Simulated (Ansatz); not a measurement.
# CH7NOSi: up Jacob's ladder to CCSD(T)

One table from this session's results is given with a row withheld; the runs are named, their logs left out.

Method: functionals in def2-TZVPP, the program's frozen cores in correlated methods; program: Ansatz 0.2.0, Gaussian basis.

Plan: LDA (SPW92), PBE-D4, revPBE-D4, BLYP-D4, r2SCAN-D4, B97M-V, PBE0-D4, B3LYP-D4, r2SCANh-D4, r2SCAN0-D4, HSE06-D4, BHLYP-D4, CAM-B3LYP-D4, LC-ωPBE, ωB97X-V, ωB97M-V, B2PLYP, PBE-QIDH; CCSD(T)/def2-SVP; CCSD(T)/def2-TZVPP; MP2/def2-QZVPP; extrapolation to the limit; RPA on PBE.

## The relaxed structure

An earlier PBE0-D4 in a triple-zeta def2 set relaxation fixed the geometry.

SMILES `CN[SiH2]O`, 11 atoms, charge 0, spin multiplicity 1.

Atoms are counted from 1 here; the program's logs count them from 0.

Bond lengths: C1–N2 1.446 Å, C1–H5 1.097 Å, C1–H6 1.093 Å, C1–H7 1.094 Å, N2–Si3 1.705 Å, N2–H8 1.008 Å, Si3–O4 1.652 Å, Si3–H9 1.479 Å, Si3–H10 1.489 Å, O4–H11 0.958 Å. Angles: N2–C1–H5 113.4°, N2–C1–H6 109.4°, N2–C1–H7 111.4°, H5–C1–H6 107.5°, H5–C1–H7 107.9°, H6–C1–H7 107.0°, C1–N2–Si3 125.5°, C1–N2–H8 113.7°, Si3–N2–H8 118.5°, N2–Si3–O4 118.0°, N2–Si3–H9 107.7°, N2–Si3–H10 105.4°, O4–Si3–H9 103.4°, O4–Si3–H10 108.6°, H9–Si3–H10 114.2°, Si3–O4–H11 117.8°.

The first run:

Input file in.yaml:

```yaml
crystal:
  periodic: [false, false, false]
  atoms:
    - {symbol: C, position_ang: [-1.110041, 1.070246, -0.269718]}
    - {symbol: N, position_ang: [-0.615588, -0.029206, 0.528698]}
    - {symbol: Si, position_ang: [0.973716, -0.645376, 0.489722]}
    - {symbol: O, position_ang: [1.353392, -1.734323, -0.692835]}
    - {symbol: H, position_ang: [-1.640544, 0.746958, -1.174166]}
    - {symbol: H, position_ang: [-0.270416, 1.694601, -0.586123]}
    - {symbol: H, position_ang: [-1.785675, 1.709471, 0.306974]}
    - {symbol: H, position_ang: [-1.343985, -0.602044, 0.924861]}
    - {symbol: H, position_ang: [1.190481, -1.406913, 1.739150]}
    - {symbol: H, position_ang: [1.855315, 0.544623, 0.340092]}
    - {symbol: H, position_ang: [1.458646, -1.405037, -1.586056]}
basis:
  gaussian: {orbitals: def2-TZVPP}
hamiltonian: {xc: lda}
output: {orbitals: {seedname: orbitals}}
```

Command:

```console
ansatz run in.yaml --threads 2 --pin off --events-out ev --progress --plain --max-ram 4352MiB
```

Among the steps run: LDA; PBE-D4 (GGA); revPBE-D4 (GGA); BLYP-D4 (GGA); r2SCAN-D4 (meta-GGA); B97M-V (meta-GGA); B3LYP-D4 (hybrid); r2SCANh-D4 (hybrid); r2SCAN0-D4 (hybrid); HSE06-D4 (hybrid); BHLYP-D4 (hybrid); CAM-B3LYP-D4 (range-separated); LC-ωPBE (range-separated); ωB97X-V (range-separated); ωB97M-V (range-separated); B2PLYP (double hybrid); PBE-QIDH (double hybrid).

One table of the session follows, with a row left open; its other results are not shown here.

It belongs to the step «Orbital energies across the functionals». 

```
  functional  HOMO (eV)  LUMO (eV)  gap (eV)
 LDA (SPW92)      -5.73      -0.42      5.31
      PBE-D4      -5.60      -0.23      5.37
   revPBE-D4      -5.54      -0.13      5.41
     BLYP-D4      -5.48      -0.21      5.27
   r2SCAN-D4          ?          ?         ?
      B97M-V      -6.01      -0.04      5.96
     PBE0-D4      -6.98       0.62      7.60
    B3LYP-D4      -6.75       0.30      7.05
  r2SCANh-D4      -6.38       0.61      6.99
  r2SCAN0-D4      -7.17       0.99      8.16
    HSE06-D4      -6.58       0.25      6.82
    BHLYP-D4      -8.30       1.29      9.59
CAM-B3LYP-D4      -8.40       1.42      9.83
     LC-ωPBE      -9.79       2.71     12.50
     ωB97X-V      -9.43       2.52     11.95
     ωB97M-V      -9.35       2.09     11.44
```

Q: Estimate the row for r2SCAN-D4 from the others.

Worked estimate for «HOMO (eV)». Against the share of exact exchange, r2SCANh-D4 (0.1, -6.38), r2SCAN0-D4 (0.25, -7.17) give a slope of -5.27 per unit share; at 0 the line stands at -5.85.

As computed: HOMO (eV): -5.86; LUMO (eV): 0.35; gap (eV): 6.20. In «HOMO (eV)» the line misses by +0.01.
